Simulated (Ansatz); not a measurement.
# BH5OSSi: the cost of one run

All numbers below are computed with Ansatz 0.2.0 (RKS PBE0/def2-SVP).

**1. Starting point**

Bond lengths: B1–O2 1.454 Å, O2–Si3 1.696 Å, Si3–S4 2.119 Å, B1–H5 1.182 Å, B1–H6 1.197 Å, Si3–H7 1.528 Å, Si3–H8 1.462 Å, S4–H9 1.362 Å. Angles: B1–O2–Si3 103.5°, O2–B1–H5 119.1°, O2–B1–H6 121.0°, H5–B1–H6 118.3°, O2–Si3–S4 111.8°, O2–Si3–H7 110.3°, O2–Si3–H8 111.7°, S4–Si3–H7 106.2°, S4–Si3–H8 110.6°, H7–Si3–H8 105.9°, Si3–S4–H9 91.6°.

As a file:

```xyz
9

B    -0.4735    1.4966    0.7481
O    -0.8139    0.5538   -0.3056
Si    0.2236   -0.7564   -0.0147
S     0.0120   -2.2700   -1.4826
H    -1.1289    1.5212    1.7316
H     0.2763    2.4072    0.5417
H     1.6817   -0.3027   -0.0758
H     0.0323   -1.3088    1.3251
H     0.2789   -1.3871   -2.4848
```

**2. Relaxing end A**

File input.yaml:

```yaml
crystal:
  periodic: [false, false, false]
  atoms:
    - { symbol: B, position_ang: [-0.4735, 1.4966, 0.7481] }
    - { symbol: O, position_ang: [-0.8139, 0.5538, -0.3056] }
    - { symbol: Si, position_ang: [0.2236, -0.7564, -0.0147] }
    - { symbol: S, position_ang: [0.012, -2.27, -1.4826] }
    - { symbol: H, position_ang: [-1.1289, 1.5212, 1.7316] }
    - { symbol: H, position_ang: [0.2763, 2.4072, 0.5417] }
    - { symbol: H, position_ang: [1.6817, -0.3027, -0.0758] }
    - { symbol: H, position_ang: [0.0323, -1.3088, 1.3251] }
    - { symbol: H, position_ang: [0.2789, -1.3871, -2.4848] }
basis:
  gaussian: { orbitals: def2-SVP }
hamiltonian:
  xc: pbe0
relax:
  f_tol: 0.015
  max_steps: 40
```

Launch:

```sh
> ansatz run input.yaml --threads 1 --pin off --max-ram 2048MiB --backend cpu --events-out ev --progress --plain --runs-dir out
```

**Question.** How long does this run take on 1 thread of an x86-64 CPU, shared host, and how much memory does it need?

About 3.6 min, with a peak of 0.18 GiB.
